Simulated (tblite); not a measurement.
# C5H18Si3: the cost of one run

Programs: tblite 0.8.0 and PySCF 2.14.0, with density-fitted response routines of our own. Each step states its level of theory. These are calculated values for one molecule in the gas phase, unless marked as measured. Atoms are numbered from 0 throughout.

**1. The starting structure**

26 atoms, charge 0, multiplicity 1; geometry from: force field or distance geometry start.

Bonds of the start (Å): C0–C1 1.54, C1–C2 1.56, C1–C3 1.56, C3–Si4 1.86, C1–C5 1.56, C5–Si6 1.89, Si6–Si7 2.32, C0–H8 1.10, C0–H9 1.09, C0–H10 1.09, C2–H11 1.09, C2–H12 1.10, C2–H13 1.10, C3–H14 1.09, C3–H15 1.10, Si4–H16 1.49, Si4–H17 1.49, Si4–H18 1.49, C5–H19 1.11, C5–H20 1.10, Si6–H21 1.49, Si6–H22 1.47, Si7–H23 1.49, Si7–H24 1.49, Si7–H25 1.48.

**2. Optimising the geometry with GFN2-xTB**

The job: settings as JSON, then the geometry in Å.

```
{"job": {"kind": "relax", "xc": "GFN2-xTB", "basis": "xTB"}, "charge": 0, "multiplicity": 1}
C     -1.726400     0.474700     1.481600
C     -0.926000    -0.321200     0.427800
C     -1.043900    -1.821600     0.833900
C     -1.548100    -0.143300    -0.988900
Si    -1.614400     1.533300    -1.794200
C      0.562800     0.129000     0.542300
Si     1.889400    -0.648600    -0.548400
Si     3.924000     0.361200    -0.099700
H     -2.796000     0.224500     1.434700
H     -1.639500     1.556800     1.340000
H     -1.394900     0.256600     2.498800
H     -0.580700    -2.480700     0.099500
H     -0.601400    -2.012300     1.817500
H     -2.102200    -2.116500     0.891500
H     -1.043800    -0.815500    -1.680700
H     -2.588200    -0.507100    -0.930600
H     -0.240900     2.091400    -1.940900
H     -2.231300     1.413300    -3.146900
H     -2.424100     2.475500    -0.977700
H      0.901800    -0.023400     1.588100
H      0.617500     1.220500     0.390400
H      1.962500    -2.109100    -0.264800
H      1.526000    -0.467800    -1.963100
H      4.986600    -0.237600    -0.948600
H      4.281900     0.175700     1.330200
H      3.828100     1.814900    -0.373100
```

The run is started by

```bash
$ OMP_NUM_THREADS=1 python probes_run.py task.json out
```

This one command runs all jobs of the session in turn.

Q: Estimate the wall time and peak memory of this first job on 1 thread of Intel Xeon at 2.50GHz, shared host.

About 3.2 s, with a peak of 0.18 GiB.
